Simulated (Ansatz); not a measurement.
# H2OSiZn: basis-set convergence

How large a basis does H2OSiZn need? Two functionals are run in growing sets.

Method: one geometry, several basis sets; program: Ansatz 0.2.0, Gaussian basis.

Plan: PBE0-D4/def2-SVP; ωB97M-V/def2-SVP; PBE0-D4/def2-QZVPP; ωB97M-V/def2-QZVPP; the functionals' def2-TZVPP values are taken from earlier runs.

## (1) The geometry

All runs share one geometry, relaxed beforehand with PBE0-D4 in a triple-zeta def2 set.

5 atoms, charge 0, spin multiplicity 1.

Atoms are counted from 1 here; the program's logs count them from 0.

Bond lengths: O1–Si2 1.527 Å, Si2–Zn3 2.761 Å, Si2–H4 1.490 Å, Si2–H5 1.490 Å. Angles: O1–Si2–Zn3 97.7°, O1–Si2–H4 123.9°, O1–Si2–H5 123.9°, Zn3–Si2–H4 93.0°, Zn3–Si2–H5 93.0°, H4–Si2–H5 110.3°.

## (2) PBE0-D4 in def2-SVP

in.yaml reads:

```yaml
crystal:
  periodic: [false, false, false]
  atoms:
    - {symbol: O, position_ang: [1.557941, -0.584399, -0.396298]}
    - {symbol: Si, position_ang: [0.270710, 0.234132, -0.327637]}
    - {symbol: Zn, position_ang: [-1.062497, -1.327287, 1.518055]}
    - {symbol: H, position_ang: [-0.831789, 0.133270, -1.325537]}
    - {symbol: H, position_ang: [0.115433, 1.470585, 0.490016]}
basis:
  gaussian: {orbitals: def2-SVP}
hamiltonian: {xc: pbe0, dispersion: d4}
output: {orbitals: {seedname: orbitals}}
```

Launch:

```bash
$ ansatz run in.yaml --threads 2 --pin off --events-out ev --progress --plain --max-ram 4352MiB
```

The runs that follow: ωB97M-V in def2-SVP; PBE0-D4 in def2-QZVPP; ωB97M-V in def2-QZVPP.

Q: Predict the results of all the runs planned. Wanted: PBE0-D4: double and triple zeta above quadruple; ωB97M-V: double and triple zeta above quadruple.

**Answer**, as computed:

| quantity | value |
| --- | --- |
| PBE0-D4: double and triple zeta above quadruple | 14.30, 1.54 eV |
| ωB97M-V: double and triple zeta above quadruple | 14.31, 1.48 eV |

What this shows: PBE0-D4 gains 12.76 eV from double to triple zeta, then 1.54 eV more. These are total energies; as a rule much of such shifts cancels in differences, which this series doesn't test.
